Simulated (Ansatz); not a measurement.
# CH₅FGeSe: small, medium and large basis sets

How large a basis does CH₅FGeSe need? Two functionals are run in growing sets.

The runs use Ansatz 0.2.0, Gaussian basis; one geometry, several basis sets.

Levels to be run: PBE0-D4/def2-SVP; ωB97M-V/def2-SVP; PBE0-D4/def2-QZVPP; ωB97M-V/def2-QZVPP; the functionals' def2-TZVPP values are taken from earlier runs.

## Step 1: The relaxed structure

All runs share one geometry, relaxed beforehand with PBE0-D4 in a triple-zeta def2 set.

SMILES `[CH3][GeH]([F])[SeH]`, 9 atoms, charge 0, spin multiplicity 1.

Atoms are counted from 1 here; the program's logs count them from 0.

Bond lengths: C1–Ge2 1.935 Å, C1–H5 1.090 Å, C1–H6 1.090 Å, C1–H7 1.091 Å, Ge2–F3 1.746 Å, Ge2–Se4 2.341 Å, Ge2–H8 1.535 Å, Se4–H9 1.469 Å. Angles: Ge2–C1–H5 110.1°, Ge2–C1–H6 109.5°, Ge2–C1–H7 109.4°, H5–C1–H6 109.2°, H5–C1–H7 109.5°, H6–C1–H7 109.0°, C1–Ge2–F3 105.5°, C1–Ge2–Se4 113.1°, C1–Ge2–H8 116.4°, F3–Ge2–Se4 108.8°, F3–Ge2–H8 105.5°, Se4–Ge2–H8 107.0°, Ge2–Se4–H9 92.4°.

Coordinates:

```mol
CH5FGeSe
  3D, bonds by distance, orders not assigned

  9  8  0  0  0  0  0  0  0  0999 V2000
    0.0264    0.6243   -1.0578 C   0  0
    0.3726   -0.7287    0.2813 Ge  0  0
    1.9052   -0.2942    0.9970 F   0  0
   -1.2542   -0.7966    1.9628 Se  0  0
   -0.9112    0.4114   -1.5717 H   0  0
   -0.0398    1.6019   -0.5796 H   0  0
    0.8436    0.6366   -1.7801 H   0  0
    0.5510   -2.1655   -0.2300 H   0  0
   -1.4053    0.6645    1.9608 H   0  0
  1  2  8  0
  2  3  8  0
  2  4  8  0
  1  5  8  0
  1  6  8  0
  1  7  8  0
  2  8  8  0
  4  9  8  0
M  END
```

## Step 2: PBE0-D4 in def2-SVP

Input file in.yaml:

```yaml
crystal:
  periodic: [false, false, false]
  atoms:
    - {symbol: C, position_ang: [0.026442, 0.624333, -1.057753]}
    - {symbol: Ge, position_ang: [0.372631, -0.728714, 0.281272]}
    - {symbol: F, position_ang: [1.905238, -0.294190, 0.997040]}
    - {symbol: Se, position_ang: [-1.254155, -0.796588, 1.962841]}
    - {symbol: H, position_ang: [-0.911182, 0.411406, -1.571680]}
    - {symbol: H, position_ang: [-0.039811, 1.601857, -0.579592]}
    - {symbol: H, position_ang: [0.843612, 0.636632, -1.780079]}
    - {symbol: H, position_ang: [0.551032, -2.165480, -0.229985]}
    - {symbol: H, position_ang: [-1.405307, 0.664544, 1.960837]}
basis:
  gaussian: {orbitals: def2-SVP}
hamiltonian: {xc: pbe0, dispersion: d4}
output: {orbitals: {seedname: orbitals}}
```

Started as:

```console
ansatz run in.yaml --threads 4 --pin off --events-out ev --progress --plain --max-ram 10444MiB
```

After this run come: ωB97M-V in def2-SVP; PBE0-D4 in def2-QZVPP; ωB97M-V in def2-QZVPP.

**Question.** What will the summary of the whole plan be? Wanted: PBE0-D4: double and triple zeta above quadruple; ωB97M-V: double and triple zeta above quadruple.

As calculated:

```
                                       quantity           value
PBE0-D4: double and triple zeta above quadruple  22.69, 2.83 eV
ωB97M-V: double and triple zeta above quadruple  22.72, 2.74 eV
```

What this shows: For PBE0-D4 the step from double to triple zeta gains 19.86 eV and the next only 2.83 eV. Total energies overstate the basis error of differences, where much of it tends to cancel. The LUMO of ωB97M-V is positive and keeps falling with the basis (2.21 to 1.40 eV): an unbound level that the basis holds in place.
